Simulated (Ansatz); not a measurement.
# CH6FGaSi: the cost of one run

Computed with Ansatz 0.2.0, Gaussian basis. Level: the settings change from run to run.

**1. The relaxed structure**

The geometry comes from an earlier relaxation with PBE0-D4 in a triple-zeta def2 set; it is a stationary point, not always the lowest conformer.

SMILES `F[CH2][GaH][SiH3]`, 10 atoms, charge 0, spin multiplicity 1.

Atoms are counted from 1 here; the program's logs count them from 0.

Bond lengths: F1–C2 1.390 Å, C2–Ga3 1.993 Å, C2–H5 1.097 Å, C2–H6 1.097 Å, Ga3–Si4 2.418 Å, Ga3–H7 1.570 Å, Si4–H8 1.491 Å, Si4–H9 1.491 Å, Si4–H10 1.490 Å. Angles: F1–C2–Ga3 113.0°, F1–C2–H5 108.1°, F1–C2–H6 108.1°, Ga3–C2–H5 110.4°, Ga3–C2–H6 110.4°, H5–C2–H6 106.5°, C2–Ga3–Si4 119.3°, C2–Ga3–H7 119.1°, Si4–Ga3–H7 121.6°, Ga3–Si4–H8 110.3°, Ga3–Si4–H9 110.4°, Ga3–Si4–H10 112.9°, H8–Si4–H9 107.5°, H8–Si4–H10 107.8°, H9–Si4–H10 107.8°.

**2. B2PLYP/def2-mTZVP**

This run has charge +1, multiplicity 2, high accuracy, the search for lower states set to light.

in.yaml

```yaml
crystal:
  periodic: [false, false, false]
  atoms:
    - {symbol: F, position_ang: [-1.034014, 2.328750, -1.706229]}
    - {symbol: C, position_ang: [-1.117658, 1.285738, -0.791161]}
    - {symbol: Ga, position_ang: [0.624982, 0.365560, -0.496603]}
    - {symbol: Si, position_ang: [0.740107, -1.479880, 1.061673]}
    - {symbol: H, position_ang: [-1.501438, 1.691229, 0.153356]}
    - {symbol: H, position_ang: [-1.869958, 0.574023, -1.153731]}
    - {symbol: H, position_ang: [1.891411, 0.859072, -1.283378]}
    - {symbol: H, position_ang: [1.699937, -1.169759, 2.159268]}
    - {symbol: H, position_ang: [1.225358, -2.710653, 0.375014]}
    - {symbol: H, position_ang: [-0.575628, -1.795379, 1.684591]}
basis:
  gaussian: {orbitals: def2-mTZVP}
total_charge: 1
magnetization: {spin_polarized: true, initial_magnetization: 1}
hamiltonian: {xc: {name: B2PLYP}}
accuracy: high
scf: {lower_state_search: light}
```

The run is started by

```sh
$ ansatz run in.yaml --threads 4 --pin off --events-out ev --progress --plain --max-ram 10444MiB
```

What time and memory should one allow on 4 threads of Arm Neoverse V1, shared host?

About 11 s, with a peak of 0.72 GiB.
